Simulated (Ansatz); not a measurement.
# TaRu: the cost of one run

All numbers are computed with Ansatz 0.2.0, driven from Python. Level of theory: DFT PBEsol, all-electron LAPW.

### Step 1. Starting point

Symmetry: P4/mmm, No. 123, tetragonal system. Conventional cell: a = 3.053 Å, b = 3.053 Å, c = 3.389 Å, α = 90.00°, β = 90.00°, γ = 90.00°. Ta (site symmetry 4/mmm) is surrounded by 8 Ru at 2.74 Å and 4 Ta at 3.05 Å. Ru (site symmetry 4/mmm) has 8 Ta at 2.74 Å and 4 Ru at 3.05 Å as nearest neighbours.

No structure file is read: the coordinates are typed or built in the script.

### Step 2. The script

File eos_lapw.py:

```python
"""All-electron equation of state of TaRu."""

import ansatz as az
from ase.eos import EquationOfState
from ase.units import GPa
import numpy as np

VECTORS = np.array([
    [3.053, 0.0, 0.0],
    [0.0, 3.053, 0.0],
    [0.0, 0.0, 3.389],
])
SITES = [
    ("Ta", [0.5, 0.5, 0.5]),
    ("Ru", [0.0, 0.0, 0.0]),
]


def on_lattice(cell):
    crystal = az.Crystal(lattice=az.Lattice.of(cell))
    for symbol, position in SITES:
        crystal = crystal.atom(symbol, position)
    return crystal


def main() -> None:
    volumes, energies = [], []
    for scale in np.linspace(0.94, 1.06, 5):
        cell = VECTORS * scale ** (1 / 3)
        base = on_lattice(cell).calculation()
        base = base.functional("PBEsol")
        base = base.occupations(az.OccupationsMethod.FERMI_DIRAC).scf(tolerance=1e-10)
        base = base.kpoints(9, 9, 9)
        base = base.pseudopotentials("all_electron", lapw=True, basis_error=0.0005)
        rep = base.run(threads=1).report
        volumes.append(abs(np.linalg.det(cell)) / len(SITES))
        energies.append(rep["free_energy_ev"] / len(SITES))
        print(f"{scale:.3f} {volumes[-1]:9.4f} A^3/atom {energies[-1]:16.5f} eV/atom  (estimated basis error {1000 * rep['lapw_basis_errors']['total_ev_per_atom']:.2f} meV/atom)")
    v0, e0, bulk = EquationOfState(volumes, energies, eos="birchmurnaghan").fit()
    print(f"V0 = {v0:.4f} A^3/atom, B0 = {bulk / GPa:.1f} GPa")


if __name__ == "__main__":
    main()
```

### Step 3. What the engine is handed

The package turns the script's settings into the engine's input (first run):

```yaml
crystal:
  lattice:
    - [2.990676389908609, 0.0, 0.0]
    - [0.0, 2.990676389908609, 0.0]
    - [0.0, 0.0, 3.3198173224370375]
  atoms:
    - { symbol: Ta, position: [0.5, 0.5, 0.5] }
    - { symbol: Ru, position: [0.0, 0.0, 0.0] }
kpoints:
  mp_grid:
    grid: [9, 9, 9]
hamiltonian:
  xc: pbesol
  pseudopotentials:
    kind: all_electron
    lapw:
      basis_error: 0.0005
scf:
  convergence:
    dr2_threshold: 1.0e-10
  occupations:
    method: fermi_dirac
```

### Step 4. Launch

Started as:

```sh
$ python eos_lapw.py
```

What time and memory should one allow on 1 thread of AMD EPYC 9R45 (Zen 5), shared host?

About 72 s, with a peak of 0.65 GiB.
